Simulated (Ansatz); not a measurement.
# BaZnF2: the cost of one run

Program: Ansatz 0.2.0. Level of theory: DFT PBE, scalar-relativistic, plane waves, PAW. These are calculated values, not measurements.

### 1 The structure to begin with

The structure is trigonal, space group R-3m (No. 166). The conventional cell has a = 3.661 Å, b = 3.661 Å, c = 19.541 Å, α = 90.00°, β = 90.00°, γ = 120.00°. Ba (site symmetry -3m) has 6 F at 2.49 Å as nearest neighbours. Around Zn (site symmetry -3m) lie 6 F at 2.87 Å. F (site symmetry 3m) has 3 Ba at 2.49 Å and 3 Zn at 2.87 Å as nearest neighbours.

Coordinates:

```
Ba Zn F
1.0
     1.83051    1.05685    6.51361
    -1.83051    1.05685    6.51361
     0.00000   -2.11369    6.51361
Ba Zn F
1 1 2
Direct
  0.50000 0.50000 0.50000
  0.00000 0.00000 0.00000
  0.23370 0.23370 0.23370
  0.76630 0.76630 0.76630
```

Recipe of the guess: species swapped into a database cell of RbLaS2 (R-3m, No. 166), with Zn on the Rb sites, Ba on the La sites and F on the S sites. Its size is a rough estimate.

### 2 The guess as it stands, on a coarse mesh

Contents of input.yaml:

```yaml
crystal:
  lattice:
    - [1.83051338, 1.0568474, 6.51360519]
    - [-1.83051338, 1.0568474, 6.51360519]
    - [0.0, -2.11369479, 6.51360519]
  atoms:
    - { symbol: Ba, position: [0.5, 0.5, 0.5] }
    - { symbol: Zn, position: [0.0, 0.0, 0.0] }
    - { symbol: F, position: [0.23370001, 0.23370001, 0.23370001] }
    - { symbol: F, position: [0.76629999, 0.76629999, 0.76629999] }
basis:
  ecutwfc: 420
kpoints:
  mp_grid: { grid: [6, 6, 6] }
hamiltonian:
  xc: pbe
scf:
  occupations: { method: gaussian, width: 0.1 }
  lower_state_search: "off"
output:
  forces: true
  stress: true
  eigenvalues: true
```

Started as:

```
$ ansatz run input.yaml --threads 1 --pin off --max-ram 2560MiB --backend cpu --events-out ev --progress --plain --runs-dir out
```

What time and memory should one allow on 1 thread of Arm Neoverse V1, shared host?

About 3.6 s, with a peak of 0.36 GiB.
